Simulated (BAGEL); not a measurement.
# One shape, several levels: triplet GeSiNH7

Wanted: a comparison of 4 runs (UHF/STO-3G, UHF/3-21G, ROHF/6-31G*, ROHF/def2-SVP) of triplet GeSiNH7. 

The results are computed with BAGEL 1.2.2.

4 further runs of the same task are left out: 3 that didn't finish, 1 set aside as unsound or not needed.

## Step 1: The structure to begin with

The species is GeSiNH7 (10 atoms), meant as a triplet with charge 0. As SMILES of the parent species, `[SiH3][NH][GeH3]`. Geometry: relaxed at PBE0-D4/def2-TZVP. That shape belongs to the parent species and isn't relaxed for this state.

Bond lengths: Si1–N2 1.718 Å, N2–Ge3 1.839 Å, Si1–H4 1.486 Å, Si1–H5 1.489 Å, Si1–H6 1.492 Å, N2–H7 1.009 Å, Ge3–H8 1.534 Å, Ge3–H9 1.543 Å, Ge3–H10 1.538 Å. Some angles: Si1–N2–Ge3 127.5°, Si1–N2–H7 117.0°, Ge3–N2–H7 114.2°, N2–Si1–H4 107.3°, N2–Si1–H5 110.3°, N2–Si1–H6 114.2°, N2–Ge3–H8 106.7°, N2–Ge3–H9 111.7°, N2–Ge3–H10 108.4°, H4–Si1–H5 110.0°.

## Step 2: A single-point energy at UHF/STO-3G (density fitting with cc-pvqz-jkfit) (run 1)

Input file job.json:

```json
{ "bagel" : [

{
  "title" : "molecule",
  "basis" : "sto-3g",
  "df_basis" : "cc-pvqz-jkfit",
  "angstrom" : true,
  "geometry" : [
    { "atom" : "Si", "xyz" : [   -1.146800,    0.522200,   -0.945600 ] },
    { "atom" : "N", "xyz" : [    0.461400,    0.319100,   -0.375700 ] },
    { "atom" : "Ge", "xyz" : [    1.020100,   -0.675800,    1.066200 ] },
    { "atom" : "H", "xyz" : [   -1.923700,   -0.668500,   -0.512900 ] },
    { "atom" : "H", "xyz" : [   -1.160200,    0.627200,   -2.430500 ] },
    { "atom" : "H", "xyz" : [   -1.835500,    1.735800,   -0.416100 ] },
    { "atom" : "H", "xyz" : [    1.159100,    0.952900,   -0.736500 ] },
    { "atom" : "H", "xyz" : [   -0.018900,   -1.787400,    1.262400 ] },
    { "atom" : "H", "xyz" : [    1.119900,    0.180400,    2.345600 ] },
    { "atom" : "H", "xyz" : [    2.407800,   -1.257200,    0.745900 ] }
  ]
},
{
  "title" : "uhf",
  "nopen" : 2
},
{
  "title" : "print",
  "file" : "orbitals.molden",
  "orbitals" : true
}

]}
```

Started as:

```sh
$ BAGEL_NUM_THREADS=1 BAGEL job.json > job.out
```

The log of the run:

```text
* using 1 threads per process

  ===============================================================
  ===============================================================

  *** Geometry ***

  { "atom" : "Si", "xyz" : [     -2.167138,      0.986815,     -1.786925 ] },
  { "atom" : "N", "xyz" : [      0.871920,      0.603012,     -0.709970 ] },
  { "atom" : "Ge", "xyz" : [      1.927710,     -1.277077,      2.014826 ] },
  { "atom" : "H", "xyz" : [     -3.635266,     -1.263282,     -0.969241 ] },
  { "atom" : "H", "xyz" : [     -2.192460,      1.185236,     -4.592979 ] },
  { "atom" : "H", "xyz" : [     -3.468592,      3.280187,     -0.786315 ] },
  { "atom" : "H", "xyz" : [      2.190382,      1.800720,     -1.391783 ] },
  { "atom" : "H", "xyz" : [     -0.035716,     -3.377696,      2.385590 ] },
  { "atom" : "H", "xyz" : [      2.116304,      0.340907,      4.432542 ] },
  { "atom" : "H", "xyz" : [      4.550083,     -2.375764,      1.409547 ] },

  Number of auxiliary basis functions:      829

  Since a DF basis is specified, we compute 2- and 3-index integrals:
    o Being stored without compression. Storage requirement is 0.010 GB

  Number of basis functions:       39
  Number of electrons      :       60

    * METHOD: MOLECULE                             0.80

  *** Open-shell HF ***

  === Nuclear Repulsion ===
   261.2513747906

      * DIIS with orbital gradients will be used.

  === UHF iteration (sto-3g) ===
      0      -2394.86122948          0.01193835           0.14
      1      -2394.91081401          0.00456396           0.13
      2      -2394.91937440          0.00188006           0.13
      3      -2394.92135956          0.00049045           0.14
      4      -2394.92171305          0.00012928           0.13
      5      -2394.92183898          0.00007308           0.13
      6      -2394.92189776          0.00002723           0.14
      7      -2394.92190379          0.00001022           0.13
      8      -2394.92190404          0.00000496           0.15
      9      -2394.92190418          0.00000219           0.13
     10      -2394.92190420          0.00000090           0.13
     11      -2394.92190421          0.00000045           0.13
     12      -2394.92190421          0.00000013           0.13
     13      -2394.92190421          0.00000006           0.13
     14      -2394.92190421          0.00000002           0.13
     15      -2394.92190421          0.00000001           0.13
    * SCF iteration converged.

    * S^2 (UHF) is 2.0054

    * Permanent dipole moment:
           (   -0.008439,    -0.596185,     0.683983) a.u.

    * METHOD: UHF                                  2.30

    * METHOD: PRINT                                0.00

  ===============================================================
```

Run time: 3.9 s. Hardware: 1 thread of Intel Xeon Platinum 8375C at 2.90GHz (Ice Lake), shared host; peak memory 0.11 GiB.

## Step 3: The energy at UHF/3-21G (density fitting with cc-pvqz-jkfit) (run 2)

Input file job.json:

```json
{ "bagel": [

{
  "title": "molecule",
  "basis": "3-21g",
  "df_basis": "cc-pvqz-jkfit",
  "angstrom": "true",
  "geometry": [
    { "atom": "Si", "xyz": [      -1.146800,       0.522200,      -0.945600 ] },
    { "atom": "N", "xyz": [       0.461400,       0.319100,      -0.375700 ] },
    { "atom": "Ge", "xyz": [       1.020100,      -0.675800,       1.066200 ] },
    { "atom": "H", "xyz": [      -1.923700,      -0.668500,      -0.512900 ] },
    { "atom": "H", "xyz": [      -1.160200,       0.627200,      -2.430500 ] },
    { "atom": "H", "xyz": [      -1.835500,       1.735800,      -0.416100 ] },
    { "atom": "H", "xyz": [       1.159100,       0.952900,      -0.736500 ] },
    { "atom": "H", "xyz": [      -0.018900,      -1.787400,       1.262400 ] },
    { "atom": "H", "xyz": [       1.119900,       0.180400,       2.345600 ] },
    { "atom": "H", "xyz": [       2.407800,      -1.257200,       0.745900 ] }
  ]
},

{ "title": "uhf", "nopen": 2 },

{ "title": "print", "file": "orbitals.molden", "orbitals": "true" }

]}
```

Started as:

```sh
$ BAGEL_NUM_THREADS=1 BAGEL job.json > job.out
```

The log of the run:

```text
* using 1 threads per process

  ===============================================================
  ===============================================================

  *** Geometry ***

  { "atom" : "Si", "xyz" : [     -2.167138,      0.986815,     -1.786925 ] },
  { "atom" : "N", "xyz" : [      0.871920,      0.603012,     -0.709970 ] },
  { "atom" : "Ge", "xyz" : [      1.927710,     -1.277077,      2.014826 ] },
  { "atom" : "H", "xyz" : [     -3.635266,     -1.263282,     -0.969241 ] },
  { "atom" : "H", "xyz" : [     -2.192460,      1.185236,     -4.592979 ] },
  { "atom" : "H", "xyz" : [     -3.468592,      3.280187,     -0.786315 ] },
  { "atom" : "H", "xyz" : [      2.190382,      1.800720,     -1.391783 ] },
  { "atom" : "H", "xyz" : [     -0.035716,     -3.377696,      2.385590 ] },
  { "atom" : "H", "xyz" : [      2.116304,      0.340907,      4.432542 ] },
  { "atom" : "H", "xyz" : [      4.550083,     -2.375764,      1.409547 ] },

  Number of auxiliary basis functions:      829

  Since a DF basis is specified, we compute 2- and 3-index integrals:
    o Being stored without compression. Storage requirement is 0.022 GB

  Number of basis functions:       58
  Number of electrons      :       60

    * METHOD: MOLECULE                             0.69

  *** Open-shell HF ***

  === Nuclear Repulsion ===
   261.2513747906

      * DIIS with orbital gradients will be used.

  === UHF iteration (3-21g) ===
      0      -2410.59396452          0.03247151           0.23
      1      -2410.68493786          0.02332469           0.20
      2      -2410.72605973          0.01461048           0.21
      3      -2410.74468290          0.00284650           0.22
      4      -2410.74906588          0.00064630           0.22
      5      -2410.74934084          0.00017248           0.28
      6      -2410.74945793          0.00006175           0.20
      7      -2410.74949990          0.00002822           0.20
      8      -2410.74950614          0.00001231           0.20
      9      -2410.74950684          0.00000670           0.20
     10      -2410.74950701          0.00000279           0.21
     11      -2410.74950703          0.00000109           0.22
     12      -2410.74950704          0.00000075           0.21
     13      -2410.74950704          0.00000031           0.21
     14      -2410.74950705          0.00000016           0.26
     15      -2410.74950705          0.00000006           0.24
     16      -2410.74950705          0.00000003           0.24
     17      -2410.74950705          0.00000002           0.25
     18      -2410.74950705          0.00000001           0.20
    * SCF iteration converged.

    * S^2 (UHF) is 2.0088

    * Permanent dipole moment:
           (   -0.207397,    -0.470733,     0.552625) a.u.

    * METHOD: UHF                                  4.44

    * METHOD: PRINT                                0.01

  ===============================================================
```

Wall time 6 s (1 thread of Intel Xeon Platinum 8375C at 2.90GHz (Ice Lake), shared host); peak memory 0.14 GiB.

Run 3 isn't shown in full; the table further down has it.

## Step 4: A single-point energy at ROHF/def2-SVP (density fitting with cc-pvqz-jkfit) (run 4)

Input file input.json:

```json
{ "bagel" : [

{
  "title" : "molecule",
  "basis" : "svp",
  "df_basis" : "cc-pvqz-jkfit",
  "angstrom" : "true",
  "geometry" : [
    { "atom" : "Si", "xyz" : [   -1.146800,    0.522200,   -0.945600 ] },
    { "atom" : "N", "xyz" : [    0.461400,    0.319100,   -0.375700 ] },
    { "atom" : "Ge", "xyz" : [    1.020100,   -0.675800,    1.066200 ] },
    { "atom" : "H", "xyz" : [   -1.923700,   -0.668500,   -0.512900 ] },
    { "atom" : "H", "xyz" : [   -1.160200,    0.627200,   -2.430500 ] },
    { "atom" : "H", "xyz" : [   -1.835500,    1.735800,   -0.416100 ] },
    { "atom" : "H", "xyz" : [    1.159100,    0.952900,   -0.736500 ] },
    { "atom" : "H", "xyz" : [   -0.018900,   -1.787400,    1.262400 ] },
    { "atom" : "H", "xyz" : [    1.119900,    0.180400,    2.345600 ] },
    { "atom" : "H", "xyz" : [    2.407800,   -1.257200,    0.745900 ] }
  ]
},
{
  "title" : "rohf",
  "nopen" : 2
},
{
  "title" : "print",
  "file" : "orbitals.molden",
  "orbitals" : "true"
}

]}
```

Started as:

```sh
$ BAGEL_NUM_THREADS=1 BAGEL input.json > input.out
```

The log of the run:

```text
* using 1 threads per process

  ===============================================================
  ===============================================================

  *** Geometry ***

  { "atom" : "Si", "xyz" : [     -2.167138,      0.986815,     -1.786925 ] },
  { "atom" : "N", "xyz" : [      0.871920,      0.603012,     -0.709970 ] },
  { "atom" : "Ge", "xyz" : [      1.927710,     -1.277077,      2.014826 ] },
  { "atom" : "H", "xyz" : [     -3.635266,     -1.263282,     -0.969241 ] },
  { "atom" : "H", "xyz" : [     -2.192460,      1.185236,     -4.592979 ] },
  { "atom" : "H", "xyz" : [     -3.468592,      3.280187,     -0.786315 ] },
  { "atom" : "H", "xyz" : [      2.190382,      1.800720,     -1.391783 ] },
  { "atom" : "H", "xyz" : [     -0.035716,     -3.377696,      2.385590 ] },
  { "atom" : "H", "xyz" : [      2.116304,      0.340907,      4.432542 ] },
  { "atom" : "H", "xyz" : [      4.550083,     -2.375764,      1.409547 ] },

  Number of auxiliary basis functions:      829

  Since a DF basis is specified, we compute 2- and 3-index integrals:
    o Being stored without compression. Storage requirement is 0.065 GB

  Number of basis functions:       99
  Number of electrons      :       60

    * METHOD: MOLECULE                             0.84

  *** Open-shell HF ***

  === Nuclear Repulsion ===
   261.2513747906

      * DIIS with orbital gradients will be used.

  === ROHF iteration (svp) ===
      0      -2422.02533658          0.02377572           0.41
      1      -2422.11516391          0.02128031           0.39
      2      -2422.16795682          0.01465854           0.43
      3      -2422.21710250          0.00292954           0.39
      4      -2422.22530770          0.00096249           0.39
      5      -2422.22679601          0.00030930           0.39
[... 14 lines of this table left out ...]
     20      -2422.22716391          0.00000001           0.38
     21      -2422.22716391          0.00000001           0.38
    * SCF iteration converged.

    * S^2 (ROHF) is 2.0000

    * Permanent dipole moment:
           (    0.062965,    -0.057016,     0.229367) a.u.

    * METHOD: ROHF                                 9.10

    * METHOD: PRINT                                0.02

  ===============================================================
```

Run time: 11 s. Hardware: 1 thread of Intel Xeon Platinum 8375C at 2.90GHz (Ice Lake), shared host; peak memory 0.23 GiB.

## Step 5: Overview of the runs

```
run                                                                  level   energy (Eh)  dipole moment (D)   ⟨S²⟩  wall time
  1                        UHF/STO-3G (density fitting with cc-pvqz-jkfit)  -2394.921904               2.31  2.005      3.9 s
  2                         UHF/3-21G (density fitting with cc-pvqz-jkfit)  -2410.749507               1.92  2.009        6 s
  3  ROHF/6-31G* (density fitting with cc-pvqz-jkfit, spherical functions)  -2422.310660               1.26  2.000      8.4 s
  4                     ROHF/def2-SVP (density fitting with cc-pvqz-jkfit)  -2422.227164               0.62  2.000       11 s
```

## Step 6: Outcome

```
            quantity           value
 run 4: total energy  -2422.22716 Eh
run 4: dipole moment          0.62 D
         run 4: ⟨S²⟩           2.000
```

The dipole moment (its size) runs from 0.62 D (ROHF/def2-SVP) to 2.31 D (UHF/STO-3G). The two ends differ in method and basis. In run 1 the basis is minimal, so the values are rough. All runs together took 29 s, the longest 11 s.
